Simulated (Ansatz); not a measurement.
# CH₄ClFSSi: a ladder of functionals and wavefunction methods

Aim: compute CH₄ClFSSi with functionals from several rungs and with coupled cluster. The yardstick is the atomisation energy at the CCSD(T) limit.

Method: functionals in def2-TZVPP, the program's frozen cores in correlated methods; program: Ansatz 0.2.0, Gaussian basis.

Plan: PBE-D4, r2SCAN-D4, PBE0-D4, B3LYP-D4, ωB97X-V, ωB97M-V, B2PLYP; CCSD(T)/def2-TZVPP; MP2/def2-QZVPP; extrapolation to the limit.

### 1 The geometry

The geometry comes from an earlier relaxation with PBE0-D4 in a triple-zeta def2 set; it is a stationary point, not always the lowest conformer.

SMILES `FCS[SiH2]Cl`, 9 atoms, charge 0, spin multiplicity 1.

Atoms are counted from 1 here; the program's logs count them from 0.

Bond lengths: F1–C2 1.370 Å, C2–S3 1.807 Å, C2–H6 1.091 Å, C2–H7 1.091 Å, S3–Si4 2.124 Å, Si4–Cl5 2.056 Å, Si4–H8 1.478 Å, Si4–H9 1.477 Å. Angles: F1–C2–S3 112.4°, F1–C2–H6 108.8°, F1–C2–H7 108.6°, S3–C2–H6 106.1°, S3–C2–H7 110.4°, H6–C2–H7 110.4°, C2–S3–Si4 100.0°, S3–Si4–Cl5 111.1°, S3–Si4–H8 105.4°, S3–Si4–H9 112.3°, Cl5–Si4–H8 109.5°, Cl5–Si4–H9 106.4°, H8–Si4–H9 112.2°.

Geometry (Å):

```
F     1.8783    0.3676    0.9554
C     1.4265    0.4692   -0.3343
S     0.4632   -0.9725   -0.8427
Si   -1.3173   -0.6363    0.2651
Cl   -2.1793    1.1592   -0.2469
H     2.2857    0.5119   -1.0060
H     0.8280    1.3774   -0.4229
H    -2.2255   -1.7424   -0.1057
H    -1.0711   -0.5802    1.7207
```

### 2 PBE-D4 (GGA)

Contents of in.yaml:

```yaml
crystal:
  periodic: [false, false, false]
  atoms:
    - {symbol: F, position_ang: [1.878318, 0.367649, 0.955380]}
    - {symbol: C, position_ang: [1.426526, 0.469233, -0.334254]}
    - {symbol: S, position_ang: [0.463176, -0.972526, -0.842699]}
    - {symbol: Si, position_ang: [-1.317349, -0.636340, 0.265125]}
    - {symbol: Cl, position_ang: [-2.179287, 1.159155, -0.246859]}
    - {symbol: H, position_ang: [2.285680, 0.511881, -1.005978]}
    - {symbol: H, position_ang: [0.828015, 1.377443, -0.422938]}
    - {symbol: H, position_ang: [-2.225540, -1.742373, -0.105686]}
    - {symbol: H, position_ang: [-1.071139, -0.580222, 1.720710]}
basis:
  gaussian: {orbitals: def2-TZVPP}
hamiltonian: {xc: pbe, dispersion: d4}
output: {forces: true, orbitals: {seedname: orbitals}}
```

Command:

```bash
$ ansatz run in.yaml --threads 4 --pin off --events-out ev --progress --plain --max-ram 10444MiB
```

After this run come: r2SCAN-D4 (meta-GGA); PBE0-D4 (hybrid); B3LYP-D4 (hybrid); ωB97X-V (range-separated); ωB97M-V (range-separated); B2PLYP (double hybrid); CCSD(T) in def2-TZVPP; MP2 in def2-QZVPP.

Before running them: what should the planned runs give, taken together? Wanted: atomisation energy, CCSD(T)/CBS; farthest; mean size of error, hybrid; mean size of error, range-separated; gap, smallest and largest; T1 diagnostic; triples share of the correlation energy.

The runs gave:

| quantity | value |
| --- | --- |
| atomisation energy, CCSD(T)/CBS | 31.312 eV |
| functionals within 0.157 eV (0.5 %) | r2SCAN-D4, PBE0-D4, ωB97M-V |
| farthest | B2PLYP (-0.581 eV) |
| mean size of error, hybrid | 0.129 eV |
| mean size of error, range-separated | 0.176 eV |
| gap, smallest and largest | 5.32 eV (PBE-D4), 11.97 eV (ωB97X-V) |
| T1 diagnostic | 0.0111 |
| triples share of the correlation energy | 3.8 % |

PBE-D4 misses by +0.544 eV. Double hybrids carry the basis error of their MP2 part in triple zeta, and no dispersion term here, so their miss is partly the set-up's. Misses under about 0.157 eV are within the doubt on the reference itself, which lacks core-valence correlation, relativity and higher excitations. Hartree-Fock recovers 72 % of the binding; the rest is correlation. Orbital gaps span 5.3 to 12.0 eV; exact exchange widens them.
